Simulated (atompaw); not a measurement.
# A PAW (atompaw) potential for Mo, from input to tests

Do these settings give a usable potential? It is generated, then checked for scattering, ghosts and hardness.

Method: atompaw 4.2.0.5, LDA (PW92), scalar-relativistic.

## Step 1: The atom and the settings

The settings as typed:

```
element                 : molybdenum (Mo, Z = 42)
type                    : PAW
frozen core             : [Ar] 3d10 4s2
valence charge          : 12
reference configuration : 4p6 4d3 5s0 5p0 (charge +3)
partial waves           : 5s (bound, empty): rc 1.95 bohr; 5s channel at 0.6 Ry: rc 1.95 bohr; 4p (bound): rc 1.95 bohr; 5p (bound, empty): rc 1.95 bohr; 4d (bound): rc 1.45 bohr; 4d channel at 1.2 Ry: rc 1.95 bohr
local potential         : troulliermartins scheme with l = 3 at 0 Ry, radius 1.55 bohr
core correction         : smooth core density matched at 1.05 bohr
augmentation charge     : besselshape compensation charge, radius 1.60 bohr; PAW radius 1.95 bohr; waves and projectors: modrrkj vanderbiltortho
```

The outer shells as boxes (Hund's rule for the drawing; the calculation is spin-unpolarised):

```
[Ar] core
3d [↑↓][↑↓][↑↓][↑↓][↑↓]
4s [↑↓]
4p [↑↓][↑↓][↑↓]
4d [↑ ][↑ ][↑ ][  ][  ]
5s [  ]
5p [  ][  ][  ]
```

An earlier all-electron run gives the scale for the radii.

All-electron outer shells of the reference configuration (LDA (PW92), scalar-relativistic, ld1.x):

```json
{"shell": "4s", "level (eV)": "-96.38", "outermost node (bohr)": "0.51", "outermost maximum (bohr)": "0.99"}
{"shell": "4p", "level (eV)": "-70.14", "outermost node (bohr)": "0.52", "outermost maximum (bohr)": "1.06"}
{"shell": "4d", "level (eV)": "-33.11", "outermost node (bohr)": "0.52", "outermost maximum (bohr)": "1.32"}
{"shell": "5s", "level (eV)": "-26.93", "outermost node (bohr)": "1.30", "outermost maximum (bohr)": "2.46"}
{"shell": "5p", "level (eV)": "-20.73", "outermost node (bohr)": "1.45", "outermost maximum (bohr)": "2.82"}
{"shell": "4f", "level (eV)": "-9.96", "outermost node (bohr)": "–", "outermost maximum (bohr)": "3.45"}
```

## Step 2: The generation run

Mo.input

```
Mo 42
LDA-PW scalarrelativistic loggrid 1500 logderivrange -7 5 301
5 5 4 0 0 0
5 0 0
5 1 0
4 2 3
0 0 0
c
c
c
c
v
c
c
v
v
c
v
2
1.95 1.60 1.55 1.05
y
0.6
n
n
y
1.2
n
modrrkj vanderbiltortho besselshape
3 0 troulliermartins
1.95
1.95
1.95
1.95
1.45
1.95
PWSCFOUT
UPFDX 0.0125d0 UPFXMIN -7.d0 UPFZMESH 42.d0
END
```

On the command line:

```bash
$ atompaw < Mo.input > Mo.log
```

**Question.** What will these runs give? Wanted: cutoffs for 10 and 1 mRy, occupied levels; bound ghosts; largest phase difference near zero energy, channels read; lowest eigenvalue of the overlap; share of valence orbitals outside the PAW sphere; UPF file.

As calculated:

```
                                                quantity                              value
               cutoffs for 10 and 1 mRy, occupied levels                    35 Ry and 55 Ry
                                            bound ghosts     p at -97.00 eV, s at -91.79 eV
largest phase difference near zero energy, channels read                          3.141 rad
         lowest eigenvalue of the overlap (Bessel basis)                          0.123 (s)
        share of valence orbitals outside the PAW sphere  5s 83 %, 4p 6 %, 5p 90 %, 4d 26 %
                                                UPF file                            written
```

It has a bound ghost (p, s), a state that the atom doesn't have, and that rules the file out. Close by lies the frozen 4s level (-96.4 eV). The potential is soft on the atom at that tolerance: the looser tolerance needs 35 Ry. The slowest occupied level is 4d: taken alone it needs 40 Ry to come within 1 mRy, against 21 Ry for 4p. Of the channels read, s scatters worst near zero energy, by up to 3.14 rad. A step near π is an extra or missing state, not a misfit of shape. In the d channel the atom's pole at -0.90 Ry sits lower, at -1.40 Ry, in the pseudo curve. The pseudo curves have a pole with no partner nearby in the atom's: s at -0.58 Ry.
